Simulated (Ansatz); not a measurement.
# C2H9BSSi: the cost of one run

Method: RKS B3LYP-D4/def2-SVP, in Ansatz 0.2.0.

### Step 1. The system as given

Bond lengths: B1–Si2 1.874 Å, Si2–C3 1.856 Å, Si2–S4 2.223 Å, S4–C5 1.828 Å, B1–H6 1.239 Å, B1–H7 1.185 Å, Si2–H8 1.471 Å, C3–H9 1.162 Å, C3–H10 1.077 Å, C3–H11 1.131 Å, C5–H12 1.078 Å, C5–H13 1.169 Å, C5–H14 1.098 Å. Angles (14 of 22 angles, heavy atoms first): B1–Si2–C3 108.1°, B1–Si2–S4 111.0°, C3–Si2–S4 109.8°, Si2–S4–C5 92.4°, B1–Si2–H8 110.8°, C3–Si2–H8 109.9°, S4–Si2–H8 107.2°, Si2–B1–H6 122.1°, Si2–B1–H7 122.7°, Si2–C3–H9 110.0°, Si2–C3–H10 112.4°, Si2–C3–H11 109.6°, S4–C5–H12 109.7°, S4–C5–H13 111.6°.

Coordinates:

```xyz
14

B    -1.7420    0.5026    0.0205
Si   -0.1696   -0.5145    0.0819
C    -0.3252   -1.7316    1.4746
S     1.6063    0.7822    0.4084
C     1.5282    1.4503   -1.2911
H    -1.9167    1.3952   -0.8211
H    -2.6272    0.3600    0.7955
H     0.0402   -1.2302   -1.1860
H    -0.4162   -1.1683    2.4868
H    -1.1625   -2.3970    1.3468
H     0.6236   -2.3417    1.5533
H     1.6816    0.6548   -2.0026
H     0.5262    2.0217   -1.4835
H     2.3401    2.1872   -1.3546
```

### Step 2. End point A

Contents of input.yaml:

```yaml
crystal:
  periodic: [false, false, false]
  atoms:
    - { symbol: B, position_ang: [-1.742, 0.5026, 0.0205] }
    - { symbol: Si, position_ang: [-0.1696, -0.5145, 0.0819] }
    - { symbol: C, position_ang: [-0.3252, -1.7316, 1.4746] }
    - { symbol: S, position_ang: [1.6063, 0.7822, 0.4084] }
    - { symbol: C, position_ang: [1.5282, 1.4503, -1.2911] }
    - { symbol: H, position_ang: [-1.9167, 1.3952, -0.8211] }
    - { symbol: H, position_ang: [-2.6272, 0.36, 0.7955] }
    - { symbol: H, position_ang: [0.0402, -1.2302, -1.186] }
    - { symbol: H, position_ang: [-0.4162, -1.1683, 2.4868] }
    - { symbol: H, position_ang: [-1.1625, -2.397, 1.3468] }
    - { symbol: H, position_ang: [0.6236, -2.3417, 1.5533] }
    - { symbol: H, position_ang: [1.6816, 0.6548, -2.0026] }
    - { symbol: H, position_ang: [0.5262, 2.0217, -1.4835] }
    - { symbol: H, position_ang: [2.3401, 2.1872, -1.3546] }
basis:
  gaussian: { orbitals: def2-SVP }
hamiltonian:
  xc: b3lyp
  dispersion: d4
relax:
  f_tol: 0.02
  max_steps: 50
```

On the command line:

```console
$ ansatz run input.yaml --threads 2 --pin off --max-ram 3072MiB --backend cpu --events-out ev --progress --plain --runs-dir out
```

Q: Estimate wall time and peak memory on 2 threads of Arm Neoverse V2, shared host.

About 82 s, with a peak of 0.3 GiB.
